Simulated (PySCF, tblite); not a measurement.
# C₃H₈BN: geometry, infrared bands, NMR shifts, spin-spin couplings, electronic excitations and core binding energies

Aim: predict the infrared bands, NMR shifts, spin-spin couplings, electronic excitations and core binding energies of C₃H₈BN (`[BH3-][N+]#CCC`).

Programs: tblite 0.8.0 and PySCF 2.14.0, with density-fitted response routines of our own. Each step states its level of theory. These are calculated values for one molecule in the gas phase, unless marked as measured. Atoms are numbered from 0 throughout.

### Step 1. The molecule as given

13 atoms, charge 0, multiplicity 1; geometry from: force field or distance geometry start.

Bonds of the start (Å): B0–N1 1.51, N1–C2 1.15, C2–C3 1.48, C3–C4 1.53, B0–H5 1.19, B0–H6 1.20, B0–H7 1.17, C3–H8 1.09, C3–H9 1.14, C4–H10 1.10, C4–H11 1.13, C4–H12 1.11.

### Step 2. Relaxing the molecule with GFN2-xTB

What the job is given:

```
{"job": {"kind": "relax", "xc": "GFN2-xTB", "basis": "xTB"}, "charge": 0, "multiplicity": 1}
B      2.647100     0.423300     0.155000
N      1.226000    -0.062400     0.023200
C      0.140300    -0.447000    -0.052500
C     -1.262600    -0.898300    -0.197000
C     -2.111700     0.363100    -0.034500
H      3.359400    -0.182600    -0.581700
H      2.676400     1.581800    -0.147700
H      2.965000     0.284300     1.269500
H     -1.444600    -1.407600    -1.138200
H     -1.441200    -1.603100     0.684700
H     -3.169300     0.140300    -0.240800
H     -1.664900     1.099700    -0.763100
H     -1.924400     0.709000     1.005500
```

Launch:

```bash
> OMP_NUM_THREADS=1 python probes_run.py task.json out
```

The driver reads the jobs from task.json and runs them one after another.

**Question.** This job is followed by: GFN2-xTB harmonic vibrations, gas phase; PBE0-D3(BJ)/def2-SVP geometry optimisation, gas phase; GIAO PBE0/pcSseg-1 NMR shielding, non-relativistic, gas phase; B3LYP/pcJ-1 indirect spin-spin coupling, non-relativistic, gas phase; TDDFT PBE0/def2-SVPD, vertical, gas phase, core orbitals frozen in the response; GIAO PBE0/pcSseg-2 NMR shielding, non-relativistic, gas phase; delta-SCF UKS SCAN, pcX-2 on the ionised atom, pcseg-1 elsewhere, spin-free X2C. What will the session give for the following? strongest single infrared mode (GFN2-xTB); zero-point energy (GFN2-xTB); point group; rotational constants (main isotopes); 13C shifts against TMS (PBE0/pcSseg-1); 1H shifts against TMS (PBE0/pcSseg-1, means over atoms taken as alike); 11B shifts against BF3·OEt2 (PBE0/pcSseg-1); 15N shifts against NH3 (PBE0/pcSseg-1); largest coupling of the table (B3LYP/pcJ-1); lowest singlet (PBE0/def2-SVPD); brightest single state of those computed; lowest triplet; vertical ionisation energy (ΔSCF); C1s binding energies, SCAN/pcX-2; B1s binding energies, SCAN/pcX-2; N1s binding energies, SCAN/pcX-2; range of the shift of C2.

**Answer**, as computed:

```
                                                              quantity                               value
                             strongest single infrared mode (GFN2-xTB)               2440 cm⁻¹, 258 km/mol
                                          zero-point energy (GFN2-xTB)                       64.9 kcal/mol
                                                           point group                                  C1
                                  rotational constants (main isotopes)               19.67, 2.13, 2.00 GHz
                                13C shifts against TMS (PBE0/pcSseg-1)               117.1, 13.0, 11.4 ppm
1H shifts against TMS (PBE0/pcSseg-1, means over atoms taken as alike)                2.39, 2.13, 1.32 ppm
                           11B shifts against BF3·OEt2 (PBE0/pcSseg-1)                           -36.3 ppm
                                15N shifts against NH3 (PBE0/pcSseg-1)                           237.2 ppm
                           largest coupling of the table (B3LYP/pcJ-1)             1J(C,H) C3–H8, 141.1 Hz
                                       lowest singlet (PBE0/def2-SVPD)         5.62 eV (220 nm), f = 0.001
                              brightest single state of those computed         state 6, 6.88 eV, f = 0.405
                                                        lowest triplet                             5.04 eV
                                     vertical ionisation energy (ΔSCF)                             9.86 eV
                                      C1s binding energies, SCAN/pcX-2  C3 293.04, C2 292.78, C4 291.90 eV
                                      B1s binding energies, SCAN/pcX-2                        B0 193.83 eV
                                      N1s binding energies, SCAN/pcX-2                        N1 406.75 eV
                                              range of the shift of C2                  117.1 to 119.3 ppm
```

**Reading.** Over 61 steps the energy fell by 0.290 eV; of the close pairs, C3–H9 changed most, 1.143 to 1.095 Å (GFN2-xTB). The lowest mode is slightly imaginary (14i cm⁻¹), a soft motion within the noise of the Hessian, so the minimum is not strictly shown. The strongest single mode, at 2440 cm⁻¹, is spread over several atoms, H7, H5, H6 among them. Unscaled tight-binding wavenumbers are off by several per cent, some by more. Its intensities can rank the bands wrongly. Over 6 steps the energy fell by 0.231 eV; of the close pairs, C2–C3 changed most, 1.385 to 1.454 Å (PBE0/def2-SVP). No frequency check was run at this level, so the end point may be a saddle. At PBE0/pcSseg-1: The largest span, 444 ppm, is at N1, where the paramagnetic term is -304 ppm. In the run at B3LYP/pcJ-1, the largest coupling of the table is C3–H8 (mean over like pairs), 141.1 Hz, of which the Fermi-contact term gives 139.5 Hz. The lowest singlet, at 5.62 eV, is HOMO→LUMO 0.71, HOMO−1→LUMO+1 0.20 and is dark; of the 10 states computed, the strongest absorption comes from state 6 at 6.88 eV. The lowest triplet lies 0.58 eV below the lowest singlet (triplets in Tamm-Dancoff, singlets in full TDDFT). The orbital energy would give 7.57 eV for ionisation, ΔSCF gives 9.86 eV. C3 (sp3 CH2 α to a nitrile) binds its C1s electron 1.14 eV more tightly than C4 (methyl carbon). In ppm, C2 moves most: its shift spreads over 2.2 ppm, from 117.1 (PBE0/pcSseg-1) to 119.3 (PBE0/pcSseg-2).
